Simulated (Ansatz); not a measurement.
# Ta3Ru2: a relaxation

The task: find the equilibrium cell of Ta3Ru2.

Method: DFT r2SCAN, scalar-relativistic, plane waves, PAW, in Ansatz 0.2.0.

### Step 1. The system as given

It takes space group P4/mmm (No. 123, tetragonal). Conventional cell: a = 3.202 Å, b = 3.202 Å, c = 15.827 Å, α = 90.00°, β = 90.00°, γ = 90.00°. Around Ta (site symmetry 4mm) lie 4 Ru at 2.80 Å and 10 Ta at 2.80 to 3.31 Å. Ta (site symmetry 4mm) is surrounded by 8 Ru at 2.73 to 2.74 Å and 6 Ta at 3.08 to 3.20 Å. Ta (site symmetry 4/mmm) has 8 Ru at 2.74 Å and 6 Ta at 3.08 to 3.20 Å as nearest neighbours. Ta (site symmetry 4/mmm) has 12 Ta at 2.80 to 3.20 Å as nearest neighbours. Ru (site symmetry 4mm) is surrounded by 9 Ta at 2.73 to 3.31 Å and 5 Ru at 3.06 to 3.20 Å. Around Ru (site symmetry 4mm) lie 8 Ta at 2.74 Å and 6 Ru at 3.06 to 3.20 Å.

Structure file:

```cif
data_structure
_symmetry_space_group_name_H-M 'P4/mmm'
_symmetry_Int_Tables_number 123
_cell_length_a 3.2024
_cell_length_b 3.2024
_cell_length_c 15.8271
_cell_angle_alpha 90.000
_cell_angle_beta 90.000
_cell_angle_gamma 90.000
_cell_volume 162.31
loop_
_atom_site_label
_atom_site_type_symbol
_atom_site_symmetry_multiplicity
_atom_site_Wyckoff_symbol
_atom_site_fract_x
_atom_site_fract_y
_atom_site_fract_z
_atom_site_occupancy
Ta1 Ta 2 g 0.00000 0.00000 0.89541 1
Ta2 Ta 2 g 0.00000 0.00000 0.30524 1
Ta3 Ta 1 b 0.00000 0.00000 0.50000 1
Ta4 Ta 1 c 0.50000 0.50000 0.00000 1
Ru1 Ru 2 h 0.50000 0.50000 0.20905 1
Ru2 Ru 2 h 0.50000 0.50000 0.40217 1
```

Source of the structure: the Materials Project (structure only).

### Step 2. Probe: one point at the start

Contents of input.yaml:

```yaml
crystal:
  lattice:
    - [3.20240408, 0.0, 0.0]
    - [0.0, 3.20240408, 0.0]
    - [0.0, 0.0, 15.8271284]
  atoms:
    - { symbol: Ta, position: [0.0, 0.0, 0.89540883] }
    - { symbol: Ta, position: [0.0, 0.0, 0.10459117] }
    - { symbol: Ta, position: [0.0, 0.0, 0.3052438] }
    - { symbol: Ta, position: [0.0, 0.0, 0.5] }
    - { symbol: Ta, position: [0.0, 0.0, 0.6947562] }
    - { symbol: Ta, position: [0.5, 0.5, 0.0] }
    - { symbol: Ru, position: [0.5, 0.5, 0.20904934] }
    - { symbol: Ru, position: [0.5, 0.5, 0.40217079], spin: 1.0 }
    - { symbol: Ru, position: [0.5, 0.5, 0.59782921], spin: 1.0 }
    - { symbol: Ru, position: [0.5, 0.5, 0.79095066] }
basis:
  ecutwfc: 500
kpoints:
  mp_grid: { grid: [6, 6, 1] }
hamiltonian:
  xc: r2scan
scf:
  occupations: { method: gaussian, width: 0.1 }
  lower_state_search: "off"
output:
  forces: true
  stress: true
  eigenvalues: true
  populations: true
magnetization:
  spin_polarized: true
```

Launch:

```bash
> ansatz run input.yaml --threads 2 --pin off --max-ram 5120MiB --backend cpu --events-out ev --progress --plain --runs-dir out
```

Log, shortened:

```text
[...]
this state was not tested for a lower state beside it, because the mixer in use, unlike msr1, does not test its closes by its own steps (another_mixer; see scf.mixing.algorithm and scf.lower_state_search)
SCF converged after 31 iterations
Magnetization: 0.6249 μB (71.3125 up, 70.6875 down)
Absolute magnetization: 1.3932 μB (∫|ρ↑−ρ↓|, with the PAW one-centre terms)
Spin contamination: 0.2865 ħ² per cell (⟨S²⟩ above its minimum at these occupations)
[...]
Free energy (F): -83231.956191 eV
[...]
E sigma→0 (E₀):  -83231.936881 eV
Entropy (-TS):   -0.038618 eV (-3.862 meV/atom)
Fermi energy:    20.928764 eV
[...]
--- Forces (eV/Å), atoms counted from 1 ---
  atom   1  Ta     0.00000000     0.00000000     0.07378535
  atom   2  Ta    -0.00000000     0.00000000    -0.07378535
  atom   3  Ta    -0.00000000     0.00000000     0.02717370
  atom   4  Ta     0.00000000     0.00000000     0.00000000
  atom   5  Ta     0.00000000     0.00000000    -0.02717370
  atom   6  Ta     0.00000000    -0.00000000     0.00000000
  atom   7  Ru     0.00000000     0.00000000    -0.02315457
  atom   8  Ru     0.00000000     0.00000000    -0.03876554
[...]
--- Stress (GPa, compression-positive) ---
       -0.751863      -0.000000       0.000000
       -0.000000      -0.751863       0.000000
        0.000000       0.000000      -1.145920
  P = ⅓ Tr σ = -0.8832 GPa (-8.832 kbar)
--- Band table (eV; the first three rows and the last of 20) ---
[...]
--- Löwdin populations: 10 sites ---
  site symbol       q [e]    m [muB]
     0     Ta     12.7489     0.0169
     1     Ta     12.7489     0.0169
     2     Ta     12.6183    -0.0109
     3     Ta     12.6421     0.0081
     4     Ta     12.6183    -0.0109
     5     Ta     12.9977     0.0086
     6     Ru     16.1027    -0.1455
     7     Ru     16.1103     0.4537
     8     Ru     16.1103     0.4537
     9     Ru     16.1027    -0.1455
  spilling = 0.008449 (of n_electrons = 142.000000)
```

Run time: 93 s. Hardware: 2 threads of Intel Xeon Platinum 8259CL at 2.50GHz (Skylake/Cascade Lake), shared host; peak memory 0.98 GiB.

By site:

| atom | moment in the atom's sphere (μB) | Löwdin electrons |
| --- | --- | --- |
| Ta1 | 0.01 | 12.75 |
| Ta2 | 0.01 | 12.75 |
| Ta3 | 0.00 | 12.62 |
| Ta4 | 0.01 | 12.64 |
| Ta5 | 0.00 | 12.62 |
| Ta6 | 0.00 | 13.00 |
| Ru7 | -0.14 | 16.10 |
| Ru8 | 0.44 | 16.11 |
| Ru9 | 0.44 | 16.11 |
| Ru10 | -0.14 | 16.10 |

The Löwdin counts miss 1.20 of the 142 electrons, which the atomic orbitals do not span, so they are no charges.

The probe gives pressure -0.9 GPa, largest force 0.07 eV/Å, gap on this mesh none (metal). By this gap the next run takes a mesh of 12×12×4.

### Step 3. The relaxation

Contents of input.yaml:

```yaml
crystal:
  lattice:
    - [3.20240408, 0.0, 0.0]
    - [0.0, 3.20240408, 0.0]
    - [0.0, 0.0, 15.8271284]
  atoms:
    - { symbol: Ta, position: [0.0, 0.0, 0.89540883] }
    - { symbol: Ta, position: [0.0, 0.0, 0.10459117] }
    - { symbol: Ta, position: [0.0, 0.0, 0.3052438] }
    - { symbol: Ta, position: [0.0, 0.0, 0.5] }
    - { symbol: Ta, position: [0.0, 0.0, 0.6947562] }
    - { symbol: Ta, position: [0.5, 0.5, 0.0] }
    - { symbol: Ru, position: [0.5, 0.5, 0.20904934], spin: -0.15 }
    - { symbol: Ru, position: [0.5, 0.5, 0.40217079], spin: 0.48 }
    - { symbol: Ru, position: [0.5, 0.5, 0.59782921], spin: 0.48 }
    - { symbol: Ru, position: [0.5, 0.5, 0.79095066], spin: -0.15 }
basis:
  ecutwfc: 500
kpoints:
  mp_grid: { grid: [12, 12, 4] }
hamiltonian:
  xc: r2scan
scf:
  occupations: { method: gaussian, width: 0.1 }
output:
  forces: true
  stress: true
  eigenvalues: true
  populations: true
magnetization:
  spin_polarized: true
relax:
  adjacent_minimum: "off"
  f_tol: 0.005
  max_steps: 80
  cell: { stress_tol: 0.05 }
```

Launch:

```bash
> ansatz run input.yaml --threads 2 --pin off --max-ram 5120MiB --backend cpu --events-out ev --progress --plain --runs-dir out
```

Log:

```text
Warning: RAYON_NUM_THREADS=2 ignored (pool sized by the plan → 2); use --threads N
Engine: ansatz 0.2.0, x86_64-unknown-linux-gnu
Pseudopotentials: kind: paw
Pseudopotential: Ta, paw, valence charge 13, recommended cutoff 500 eV (meta_gga), Ta.paw.azcp
Pseudopotential: Ru, paw, valence charge 16, recommended cutoff 500 eV (meta_gga), Ru.paw.azcp
Functional definition: r2SCAN
  parameter k0 = 0.174
  parameter k1 = 0.065
  parameter a1 = 4.9479
  exchange = r2scan_x(k0 = k0, k1 = k1, a1 = a1)
  correlation = r2scan_c
Crystal: 10 atoms, lattice volume = 162.313 Å³
Basis set: ecut = 500 eV, 4101 PW (Γ), exchange–correlation on 96×96×480 points (64 copies of the dense FFT grid, shifted against one another)
Bands: 86, of which v1, the nominal top of the filled ones, is band 71 counted from 1 (70 counted from 0)
Symmetry: 16 space group operations
Space group: P4/mmm (ITA 123), of the structure as read, at distance tolerance 5.5e-5 Å
Magnetic group: BNS 123.339 (UNI 999), of the structure as read, at distance tolerance 5.5e-5 Å
k-points: 84 of 576
Non-local potential: Ta, projectors of the file, l = 0: 3, l = 1: 2, l = 2: 2, l = 3: 1
Non-local potential: Ru, projectors of the file, l = 0: 3, l = 1: 2, l = 2: 2, l = 3: 1
PAW form: soft (Blöchl's): semilocal exchange-correlation on the pseudo side does not see the compensation charge
PAW frozen core: Ta, regenerated for the run's functional (the file was generated under x = pbe(κ = 0.804, μ = 0.2195149727645171), c = pbe(β = 0.06672455060314922))
PAW frozen core: Ru, regenerated for the run's functional (the file was generated under x = pbe(κ = 0.804, μ = 0.2195149727645171), c = pbe(β = 0.06672455060314922))
PAW one-centre angular grid: Ta, 590 points (default); XC on 160 Gauss nodes
PAW one-centre angular grid: Ru, 590 points (default); XC on 160 Gauss nodes
Initial density: superposition of atomic densities (chi_scale 0.1, normalization cell, long waves of neutral atoms (reshape's long-wave potential 2.27 eV rms, cloud 3.16 Å wide))
Starting moments: Σ|m| = 1.26 μB on 4 of 10 sites
Initial wavefunctions: pseudopotential atomic-orbital guess
Functional: x = r2scan, c = r2scan; τ floored in thin density (d = 2e-4 eV/Å³)
SCF iter   1: F=—  HF=-83242.525135 eV  |F-HF|=—  |Δ(HF+E_count)|=         —  Δρ=7.52e-2 (↑7.52e-2 ↓7.11e-2)  dr2=1.84e2  dr2_τ=6.58e-1  dr2_m=4.08e-2  M=0.084 μB ∫|m|=0.858 μB  β_m=0.34  ethr=3.10e-3  ⟨swp⟩=4.7  Hψ=46466  notcnv=0
Mixer restart at iter 1: flushing history
preconditioner: auto → Kerker (q_TF=auto, 2.668 Å⁻¹)  [metal: Δε(μ)=0.009 eV  Ē_g=5.106 eV  σ=0.100 eV  W_gap=0.05  n_scr=48 (ndim 8)  ℏωp=22.9 eV  f_vac=0.000  D(μ)=4.26/eV (n_scr^D=30)]
spin=Collinear: Kerker preconditioning applied to the charge; magnetization (m = ρ↑ − ρ↓) channel mixes plain (no charge-response kernel on spin).
SCF iter   2: F=—  HF=-83235.538304 eV  |F-HF|=—  |Δ(HF+E_count)|=    6.99e0  Δρ=4.40e-2 (↑4.40e-2 ↓4.19e-2)  dr2=9.32e1  dr2_τ=9.84e-2  dr2_m=2.01e-2  M=0.105 μB ∫|m|=0.774 μB  β_m=0.59  ethr=3.10e-3  ⟨swp⟩=3.0  Hψ=29568  notcnv=0  defer=1058  κ⁻¹=1.0e0(r=1)
SCF iter   3: F=—  HF=-83230.561337 eV  |F-HF|=—  |Δ(HF+E_count)|=    4.98e0  Δρ=2.22e-2 (↑2.22e-2 ↓2.17e-2)  dr2=5.56e0  dr2_τ=3.65e-2  dr2_m=6.56e-3  M=0.304 μB ∫|m|=0.717 μB  β_m=0.30  ethr=3.10e-3  ⟨swp⟩=4.4  Hψ=33155  notcnv=0  defer=930  κ⁻¹=2.3e-2(r=2)
SCF iter   4: F=—  HF=-83231.543074 eV  |F-HF|=—  |Δ(HF+E_count)|=   9.82e-1  Δρ=1.13e-2 (↑1.13e-2 ↓1.08e-2)  dr2=1.90e0  dr2_τ=6.05e-3  dr2_m=4.27e-3  M=0.377 μB ∫|m|=0.735 μB  β_m=0.54  ethr=3.10e-3  ⟨swp⟩=2.6  Hψ=19503  notcnv=0  defer=837  κ⁻¹=5.1e-3(r=3)
SCF iter   5: F=—  HF=-83231.959317 eV  |F-HF|=—  |Δ(HF+E_count)|=   4.16e-1  Δρ=4.14e-3 (↑4.14e-3 ↓3.89e-3)  dr2=8.62e-2  dr2_τ=9.91e-4  dr2_m=1.31e-3  M=0.516 μB ∫|m|=0.817 μB  β_m=1.00  ethr=1.34e-3  ⟨swp⟩=2.9  Hψ=21769  notcnv=0  defer=837  κ⁻¹=2.0e-4(r=4)
SCF iter   6: F=—  HF=-83231.956767 eV  |F-HF|=—  |Δ(HF+E_count)|=         —  Δρ=3.55e-3 (↑3.55e-3 ↓3.26e-3)  dr2=3.96e-2  dr2_τ=1.08e-3  dr2_m=8.11e-3  M=0.745 μB ∫|m|=0.980 μB  β_m=0.90  ethr=6.07e-5  ⟨swp⟩=1.4  Hψ=16364  notcnv=0  defer=775  κ⁻¹=2.0e-4(r=4)
SCF iter   7: F=—  HF=-83231.958825 eV  |F-HF|=—  |Δ(HF+E_count)|=   2.06e-3  Δρ=2.76e-3 (↑2.76e-3 ↓2.45e-3)  dr2=1.89e-2  dr2_τ=5.98e-4  dr2_m=5.99e-3  M=0.912 μB ∫|m|=1.085 μB  β_m=1.00  ethr=2.79e-5  ⟨swp⟩=2.2  Hψ=20612  notcnv=0  defer=778  κ⁻¹=3.6e-5(r=5)
SCF iter   8: F=—  HF=-83231.955561 eV  |F-HF|=—  |Δ(HF+E_count)|=   3.26e-3  Δρ=1.44e-3 (↑9.87e-4 ↓1.44e-3)  dr2=1.15e-2  dr2_τ=1.98e-4  dr2_m=1.85e-3  M=1.214 μB ∫|m|=1.368 μB  β_m=1.00  ethr=1.33e-5  ⟨swp⟩=2.0  Hψ=26873  notcnv=0  defer=801  κ⁻¹=7.6e-6(r=6)
SCF iter   9: F=—  HF=-83231.957013 eV  |F-HF|=—  |Δ(HF+E_count)|=   1.45e-3  Δρ=1.35e-3 (↑1.02e-3 ↓1.35e-3)  dr2=6.10e-3  dr2_τ=1.86e-4  dr2_m=1.85e-3  M=1.220 μB ∫|m|=1.381 μB  β_m=1.00  ethr=8.07e-6  ⟨swp⟩=1.0  Hψ=14972  notcnv=0  defer=799  κ⁻¹=3.1e-6(r=7)
[... 10 lines left out ...]
SCF iter  20: F=—  HF=-83231.958711 eV  |F-HF|=—  |Δ(HF+E_count)|=   1.07e-7  Δρ=3.37e-6 (↑3.37e-6 ↓2.12e-6)  dr2=3.59e-8  dr2_τ=9.59e-10  dr2_m=6.20e-9  M=1.306 μB ∫|m|=1.595 μB  β_m=1.00  ethr=7.48e-11  ⟨swp⟩=2.0  Hψ=26524  notcnv=0  defer=806  κ⁻¹=2.5e-5(r=8)
SCF iter  21: F=—  HF=-83231.958711 eV  |F-HF|=—  |Δ(HF+E_count)|=   1.73e-9  Δρ=1.22e-6 (↑1.22e-6 ↓1.03e-6)  dr2=5.20e-9  dr2_τ=1.25e-10  dr2_m=3.09e-10  M=1.306 μB ∫|m|=1.595 μB  β_m=1.00  ethr=2.53e-11  ⟨swp⟩=2.0  Hψ=23701  notcnv=0  defer=806  κ⁻¹=3.8e-5(r=8)
SCF iter  22: F=—  HF=-83231.958711 eV  |F-HF|=—  |Δ(HF+E_count)|=   4.83e-9  Δρ=2.44e-6 (↑2.44e-6 ↓8.19e-7)  dr2=1.99e-8  dr2_τ=3.63e-10  dr2_m=2.29e-9  M=1.306 μB ∫|m|=1.595 μB  β_m=1.00  ethr=3.66e-12  ⟨swp⟩=8.9  Hψ=56745  notcnv=0  κ⁻¹=3.9e-5(r=8)
SCF iter  23: F=-83231.958711 eV  HF=-83231.958711 eV  |F-HF|=2.17e-9  |Δ(HF+E_count)|=   1.25e-8  Δρ=8.73e-7 (↑8.73e-7 ↓5.05e-7)  dr2=3.98e-9  dr2_τ=2.98e-11  dr2_m=1.19e-10  M=1.306 μB ∫|m|=1.596 μB  ethr=3.66e-12  ⟨swp⟩=3.0  Hψ=38767  notcnv=0
SCF 1 converged in 23 iterations: F = -83231.958711 eV  dr2 = 3.98e-9
relax step   1: F+E_penalty+E_count = -83231.95871104 eV  Δ(F+E_penalty+E_count) = +0.000e0 eV  max|allowed force component| = 9.700e-2 eV/Å  Δτ_max = 0.0000 Å  P = -0.788 GPa  Ω = 162.313 Å³  (23 SCF iters, dr2 threshold 1.00e-7 eV, accepted)
Crystal: 10 atoms, lattice volume = 160.152 Å³
Basis set: ecut = 500 eV, 4029 PW (Γ), exchange–correlation on 96×96×480 points (64 copies of the dense FFT grid, shifted against one another)
Initial density: handed on by an earlier stage of this run
Starting moments: Σ|m| = 1.26 μB on 4 of 10 sites; this step starts from the density that it was given
Initial wavefunctions: those handed on with the density
iter 1 solved again at ethr=4.24e-4 eV; its pass at ethr=3.10e-3 eV (dr2=6.03e-1 eV) is discarded
SCF iter   1: F=—  HF=-83231.580784 eV  |F-HF|=—  |Δ(HF+E_count)|=         —  Δρ=4.51e-3 (↑4.51e-3 ↓4.22e-3)  dr2=8.78e-1  dr2_τ=2.02e-1  dr2_m=4.78e-3  M=1.193 μB ∫|m|=1.471 μB  β_m=1.00  ethr=4.24e-4  ⟨swp⟩=1.3  Hψ=63402  notcnv=0
eigensolver tolerance schedule calibrated: the retry pair's looser diagonalisation under-reported the residual by θ = 0.31 (0.36/decade); ethr = c·dr2/N_el runs at the constant in force after the calibration composes with the one it found (an armed cap, an earlier calibration), c = 7.6e-3
preconditioner: auto → Kerker (q_TF=auto, 2.674 Å⁻¹)  [metal: Δε(μ)=0.003 eV  Ē_g=5.000 eV  σ=0.100 eV  W_gap=0.02  n_scr=48 (ndim 8)  ℏωp=23.1 eV  f_vac=0.000  D(μ)=7.52/eV (n_scr^D=78)]
spin=Collinear: Kerker preconditioning applied to the charge; magnetization (m = ρ↑ − ρ↓) channel mixes plain (no charge-response kernel on spin).
SCF iter   2: F=—  HF=-83231.936507 eV  |F-HF|=—  |Δ(HF+E_count)|=   3.56e-1  Δρ=2.58e-3 (↑2.38e-3 ↓2.58e-3)  dr2=2.64e-1  dr2_τ=6.57e-4  dr2_m=1.51e-4  M=1.226 μB ∫|m|=1.493 μB  β_m=1.00  ethr=4.68e-5  ⟨swp⟩=2.0  Hψ=28821  notcnv=0  κ⁻¹=1.0e0(r=1)
SCF iter   3: F=—  HF=-83231.934219 eV  |F-HF|=—  |Δ(HF+E_count)|=   2.29e-3  Δρ=1.51e-3 (↑1.48e-3 ↓1.51e-3)  dr2=8.12e-2  dr2_τ=2.96e-4  dr2_m=4.82e-5  M=1.260 μB ∫|m|=1.526 μB  β_m=1.00  ethr=1.41e-5  ⟨swp⟩=1.9  Hψ=16885  notcnv=0  κ⁻¹=7.6e-2(r=2)
SCF iter   4: F=—  HF=-83231.934939 eV  |F-HF|=—  |Δ(HF+E_count)|=   7.20e-4  Δρ=6.49e-4 (↑6.48e-4 ↓6.49e-4)  dr2=4.70e-3  dr2_τ=3.23e-5  dr2_m=6.19e-5  M=1.304 μB ∫|m|=1.578 μB  β_m=1.00  ethr=4.33e-6  ⟨swp⟩=2.0  Hψ=24200  notcnv=0  κ⁻¹=2.2e-3(r=3)
SCF iter   5: F=—  HF=-83231.936107 eV  |F-HF|=—  |Δ(HF+E_count)|=   1.17e-3  Δρ=4.53e-4 (↑4.27e-4 ↓4.53e-4)  dr2=2.45e-3  dr2_τ=8.89e-6  dr2_m=1.60e-5  M=1.315 μB ∫|m|=1.597 μB  β_m=1.00  ethr=2.50e-7  ⟨swp⟩=2.1  Hψ=26564  notcnv=0  κ⁻¹=5.6e-4(r=4)
```

It took 8.8 min on 2 threads of Intel Xeon Platinum 8259CL at 2.50GHz (Skylake/Cascade Lake), shared host.

Time ran out before the run ended; nothing from it is used below.

### Step 4. Outcome

| quantity | value |
| --- | --- |
| probe | converged |
| relax | timeout |
| probe: pressure, largest force, gap | -0.9 GPa, 0.07 eV/Å, none (metal) |

Only the probe's values stand, at the starting geometry and on a coarse mesh. The magnetic state reached may not be the lowest one. Spin-orbit coupling is left out for Ta. The small moment in this metal comes from r2SCAN alone, which enlarges such moments; no other functional was run here.
